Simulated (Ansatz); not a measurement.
**C₄H₁₂S₄Zr: a ladder of functionals and wavefunction methods**

An exercise on one series of results from a longer session: the logs are not shown, and one member is left open.

Program: Ansatz 0.2.0, Gaussian basis. Level of theory: functionals in def2-TZVPP, the program's frozen cores in correlated methods. These are calculated values, not measurements.

The runs, in order: LDA (SPW92), PBE-D4, revPBE-D4, BLYP-D4, r2SCAN-D4, B97M-V, PBE0-D4, B3LYP-D4, r2SCANh-D4, r2SCAN0-D4, HSE06-D4, BHLYP-D4, CAM-B3LYP-D4, LC-ωPBE, ωB97X-V, ωB97M-V, B2PLYP, PBE-QIDH; CCSD(T)/def2-SVP; CCSD(T)/def2-TZVPP; MP2/def2-QZVPP; extrapolation to the limit; RPA on PBE.

## The geometry

The geometry comes from an earlier relaxation with PBE0-D4 in a triple-zeta def2 set; it is a stationary point, not always the lowest conformer. Zr takes the def2 core potential; no spin-orbit term is included.

SMILES `C[S][Zr]([S]C)([S]C)[S]C`, 21 atoms, charge 0, spin multiplicity 1.

Atoms are counted from 1 here; the program's logs count them from 0.

Bond lengths: C1–S2 1.822 Å, C1–H10 1.090 Å, C1–H11 1.089 Å, C1–H12 1.090 Å, S2–Zr3 2.429 Å, Zr3–S4 2.430 Å, Zr3–S6 2.412 Å, Zr3–S8 2.413 Å, S4–C5 1.822 Å, C5–H13 1.090 Å, C5–H14 1.090 Å, C5–H15 1.089 Å, S6–C7 1.822 Å, C7–H16 1.089 Å, C7–H17 1.091 Å, C7–H18 1.089 Å, S8–C9 1.822 Å, C9–H19 1.092 Å and more. Angles: S2–C1–H10 107.5°, S2–C1–H11 110.1°, S2–C1–H12 111.4°, H10–C1–H11 108.7°, H10–C1–H12 109.1°, H11–C1–H12 109.9°, C1–S2–Zr3 105.7°, S2–Zr3–S4 102.9°, S2–Zr3–S6 115.5°, S2–Zr3–S8 104.3°, S4–Zr3–S6 104.2°, S4–Zr3–S8 115.8°, S6–Zr3–S8 113.9°, Zr3–S4–C5 105.9°, S4–C5–H13 107.5°, S4–C5–H14 111.4°, S4–C5–H15 110.2°, H13–C5–H14 109.1° and more.

The first run:

in.yaml

```yaml
crystal:
  periodic: [false, false, false]
  atoms:
    - {symbol: C, position_ang: [-0.069089, 2.520930, -0.262548]}
    - {symbol: S, position_ang: [-1.393264, 1.321365, 0.093568]}
    - {symbol: Zr, position_ang: [-0.276764, -0.653545, 0.960538]}
    - {symbol: S, position_ang: [1.542069, -0.983112, -0.616270]}
    - {symbol: C, position_ang: [0.798137, -0.842043, -2.273171]}
    - {symbol: S, position_ang: [0.827988, -0.374928, 3.086974]}
    - {symbol: C, position_ang: [1.551797, 1.283201, 2.870391]}
    - {symbol: S, position_ang: [-1.987663, -2.354471, 0.962893]}
    - {symbol: C, position_ang: [-2.162239, -2.614968, -0.832053]}
    - {symbol: H, position_ang: [-0.430807, 3.185929, -1.046539]}
    - {symbol: H, position_ang: [0.149068, 3.112911, 0.625470]}
    - {symbol: H, position_ang: [0.837117, 2.022004, -0.606959]}
    - {symbol: H, position_ang: [1.585255, -0.533280, -2.960828]}
    - {symbol: H, position_ang: [-0.000758, -0.100208, -2.288707]}
    - {symbol: H, position_ang: [0.412048, -1.808535, -2.594995]}
    - {symbol: H, position_ang: [2.536934, 1.276995, 3.335500]}
    - {symbol: H, position_ang: [1.675482, 1.544529, 1.818305]}
    - {symbol: H, position_ang: [0.920963, 2.023735, 3.359380]}
    - {symbol: H, position_ang: [-1.765957, -1.780034, -1.412772]}
    - {symbol: H, position_ang: [-1.649474, -3.531868, -1.118003]}
    - {symbol: H, position_ang: [-3.225241, -2.704205, -1.053074]}
basis:
  gaussian: {orbitals: def2-TZVPP}
hamiltonian: {xc: lda}
output: {orbitals: {seedname: orbitals}}
```

The run is started by

```bash
$ ansatz run in.yaml --threads 4 --pin off --events-out ev --progress --plain --max-ram 66560MiB --backend cuda --devices 0, --max-vram 37GiB
```

Steps of the session up to this table: LDA; PBE-D4 (GGA); revPBE-D4 (GGA); BLYP-D4 (GGA); r2SCAN-D4 (meta-GGA); B97M-V (meta-GGA); B3LYP-D4 (hybrid); r2SCANh-D4 (hybrid); r2SCAN0-D4 (hybrid); HSE06-D4 (hybrid); BHLYP-D4 (hybrid); CAM-B3LYP-D4 (range-separated); LC-ωPBE (range-separated); ωB97X-V (range-separated); ωB97M-V (range-separated); B2PLYP (double hybrid); PBE-QIDH (double hybrid).

One table of the session follows, with a row left open; its other results are not shown here.

It belongs to the step «Frontier levels by functional». 

```
  functional  HOMO (eV)  LUMO (eV)  gap (eV)
 LDA (SPW92)      -5.92      -3.15      2.77
      PBE-D4      -5.79      -2.93      2.86
   revPBE-D4      -5.73      -2.84      2.89
     BLYP-D4      -5.62      -2.79      2.84
   r2SCAN-D4      -6.04      -2.82      3.23
      B97M-V      -6.14      -2.83      3.31
     PBE0-D4      -6.93      -2.20      4.73
    B3LYP-D4          ?          ?         ?
  r2SCANh-D4      -6.46      -2.54      3.92
  r2SCAN0-D4      -7.09      -2.12      4.98
    HSE06-D4      -6.53      -2.56      3.97
    BHLYP-D4      -7.93      -1.28      6.65
CAM-B3LYP-D4      -8.18      -1.17      7.01
     LC-ωPBE      -9.55      -0.13      9.42
     ωB97X-V      -9.21      -0.20      9.00
     ωB97M-V      -9.04      -0.29      8.75
```

**Question.** Estimate the row for B3LYP-D4.

Worked estimate for «HOMO (eV)». Against the share of exact exchange, BLYP-D4 (0, -5.62), BHLYP-D4 (0.5, -7.93) give a slope of -4.62 per unit share; at 0.2 the line stands at -6.54.

As computed: HOMO (eV): -6.69; LUMO (eV): -2.37; gap (eV): 4.32. In «HOMO (eV)» the line misses by +0.15.
